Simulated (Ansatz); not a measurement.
Run this with Ansatz 0.2.0 through its Python package and show what comes out.

The script, `disp.py`:
```python
"""Size of D3 and D4 in C4H9NSi."""

import ansatz as az


def main() -> None:
    geometry_ang = [
        ("C", [2.9349, 0.1052, -0.1173]),
        ("N", [1.7598, 0.2984, -0.6048]),
        ("Si", [0.4221, -0.1581, 0.3765]),
        ("C", [-0.9458, 1.1212, 0.2886]),
        ("C", [-1.9491, -0.0498, 0.0323]),
        ("C", [-0.9072, -0.9982, -0.6446]),
        ("H", [3.8164, 0.3858, -0.7179]),
        ("H", [3.1506, -0.3287, 0.8772]),
        ("H", [0.7446, -0.7365, 1.7035]),
        ("H", [-0.8462, 1.8102, -0.556]),
        ("H", [-1.1346, 1.6953, 1.1987]),
        ("H", [-2.3865, -0.4637, 0.9542]),
        ("H", [-2.795, 0.2187, -0.6126]),
        ("H", [-0.7979, -0.8373, -1.7217]),
        ("H", [-1.0661, -2.0625, -0.456]),
    ]
    c4h9nsi = az.Crystal.molecule()
    for symbol, xyz in geometry_ang:
        c4h9nsi = c4h9nsi.atom(symbol, xyz)

    base = c4h9nsi.calculation().basis(gaussian="def2-SVP")
    for name in ["r2scan", "pbe"]:
        for correction in ("d3bj", "d4"):
            r = base.functional(name, dispersion=correction).run(threads=1, backend="cpu").report
            print(f"{name:8s} {correction:5s} total {r['free_energy_ev']:.5f} eV, of which dispersion {1000 * r['dispersion']['energy']['ev']:.2f} meV")


if __name__ == "__main__":
    main()
```

Running `python disp.py` prints:
```text
DeckWarning: the engine holds no damping parameters fitted to this dispersion correction and functional, so the run takes those fitted to r2scan beside the three-body term, which d3bj leaves out (hamiltonian.dispersion, under Limitations)
r2scan   d3bj  total -13650.48823 eV, of which dispersion -103.09 meV
r2scan   d4    total -13650.47397 eV, of which dispersion -88.83 meV
pbe      d3bj  total -13643.22664 eV, of which dispersion -359.69 meV
pbe      d4    total -13643.21551 eV, of which dispersion -348.56 meV
```
(Warnings from the package without file and line.)

Caveats:
- Total energies depend on the basis set; only differences at equal settings carry meaning.
- The geometry is a force-field or estimated start, not a minimum of this method, and the basis set is short of its limit. D4 holds the three-body term, and d3bj doesn't.
- A dispersion term here runs with damping parameters fitted for another variant or functional.
- Finished in 46 s on 1 thread of Arm Neoverse N1, with other jobs on the host, peak memory 0.26 GiB.
